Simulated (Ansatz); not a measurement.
# BH3 (SMILES B): PBE/6-31G(d) (spherical functions)

Aim: the electronic atomisation energy of BH3 at PBE/6-31G* (spherical functions), from 3 runs. 

The results are computed with Ansatz 0.2.0.

54 further runs of the same task are left out: 54 set aside as unsound or not needed.

## (1) The system as given

BH3: 4 atoms, total charge 0, spin state singlet. SMILES: `B`. The coordinates come from a PBE0-D4/def2-TZVP relaxation.

Bond lengths: B1–H2 1.193 Å, B1–H3 1.193 Å, B1–H4 1.193 Å. Angles: H2–B1–H3 120.0°, H2–B1–H4 120.0°, H3–B1–H4 120.0°.

## (2) A single-point energy at PBE/6-31G(d) (spherical functions)

The input, job.yaml:

```yaml
crystal:
  periodic: [false, false, false]
  atoms:
    - {symbol: B, position_ang: [0.013900, -0.015100, -0.005100]}
    - {symbol: H, position_ang: [0.982200, 0.381700, 0.568800]}
    - {symbol: H, position_ang: [-0.276200, -1.171800, 0.043000]}
    - {symbol: H, position_ang: [-0.664400, 0.744900, -0.626900]}
basis:
  gaussian: {orbitals: 6-31G_st_-spherical.json}
accuracy: high
hamiltonian: {xc: {name: PBE}}
```

The basis set 6-31G* is read from a file made from the Basis Set Exchange's data (not shown).

Command:

```bash
$ ansatz run job.yaml --threads 1 --pin off --max-ram 2610MiB --events-out events.jsonl --progress --plain --runs-dir runs
```

Log:

```text
Warning: RAYON_NUM_THREADS=1 ignored (pool sized by the plan → 1); use --threads N
Functional definition: PBE
  name "PBE"
  parameter kappa = 0.804
  parameter beta = 0.06672455060314922
  exchange = pbe_x(kappa = kappa, mu = beta*pi^2/3)
  correlation = pbe_c(beta = beta)
417 factors; integrals over basis functions are off by at most 2.5e-9 eV
mean field evaluation 1: about -721.5099 eV, gradient 1.3e1 eV
mean field evaluation 2: about -721.8739 eV, gradient 1.0e1 eV
mean field evaluation 4: about -722.2356 eV, gradient 4.7e-3 eV
mean field evaluation 8: about -722.2280 eV, gradient 2.9e-4 eV
mean field -722.22803018 eV, -26.5413905655 hartree, gradient 6.1e-8 eV, S^2 0.000000; 0 other end points of the search recorded, 0 dependent functions left out
reference -722.22803212 eV, -26.5413906367 hartree; 4, 4 occupied and 16, 16 virtual orbitals, 417 factors
Total energy: -722.22803212 eV, -26.5413906367 hartree
```

Run time: 0.54 s. Hardware: 1 thread of Arm Neoverse V1, shared host.

## (3) The B atom at the same level

The input, in.yaml:

```yaml
crystal:
  periodic: [false, false, false]
  atoms:
    - {symbol: B, position_ang: [0.000000, 0.000000, 0.000000]}
basis:
  gaussian:
    orbitals: 6-31G_st_-spherical.json
magnetization:
  spin_polarized: true
  initial_magnetization: 1
hamiltonian:
  xc: pbe
accuracy: high
```

The basis set 6-31G* is read from a file made from the Basis Set Exchange's data (not shown).

Command:

```bash
$ ansatz run in.yaml --threads 1 --pin off --max-ram 2610MiB --events-out events.jsonl --progress --plain --runs-dir runs
```

Log (excerpt; [...] marks lines left out):

```text
Warning: RAYON_NUM_THREADS=1 ignored (pool sized by the plan → 1); use --threads N
[... 6 set-up lines as earlier in the session ...]
96 factors; integrals over basis functions are off by at most 1.6e-9 eV
mean field evaluation 1: about -669.3633 eV, gradient 2.5e0 eV
mean field evaluation 2: about -669.4084 eV, gradient 5.4e-1 eV
mean field evaluation 4: about -669.4065 eV, gradient 2.0e-1 eV
mean field evaluation 8: about -669.4069 eV, gradient 1.6e-5 eV
mean field evaluation 16: about -669.3187 eV, gradient 3.8e0 eV
mean field evaluation 32: about -669.3424 eV, gradient 3.2e0 eV
mean field -669.40687376 eV, -24.6002488702 hartree, gradient 6.1e-9 eV, S^2 0.751457; 3 other end points of the search recorded, 0 dependent functions left out
reference -669.40687553 eV, -24.6002489354 hartree; 3, 2 occupied and 11, 12 virtual orbitals, 96 factors
Total energy: -669.40687553 eV, -24.6002489354 hartree
```

Run time: 0.65 s. Hardware: 1 thread of Arm Neoverse V1, shared host.

## (4) The H atom, same level

The input, input.yaml:

```yaml
crystal:
  periodic: [false, false, false]
  atoms:
    - {symbol: H, position_ang: [0.000000, 0.000000, 0.000000]}
basis:
  gaussian: {orbitals: "6-31G*"}
magnetization: {spin_polarized: true, initial_magnetization: 1}
hamiltonian: {xc: {name: PBE}}
accuracy: high
```

Run the same way, it converges to -0.49743 Eh (log not shown).

## (5) Results

Level: PBE/6-31G* (spherical functions).

| quantity | value |
| --- | --- |
| molecule: total energy | -26.54139 Eh |
| B atom: total energy | -24.60025 Eh |
| B atom: ⟨S²⟩ | 0.751 |
| H atom: total energy | -0.49743 Eh |
| H atom: ⟨S²⟩ | 0.750 |
| electronic atomisation energy | 12.214 eV |

What this shows: Taking the molecule apart into free atoms costs 12.21 eV (282 kcal/mol), before zero-point energy and without spin-orbit coupling.
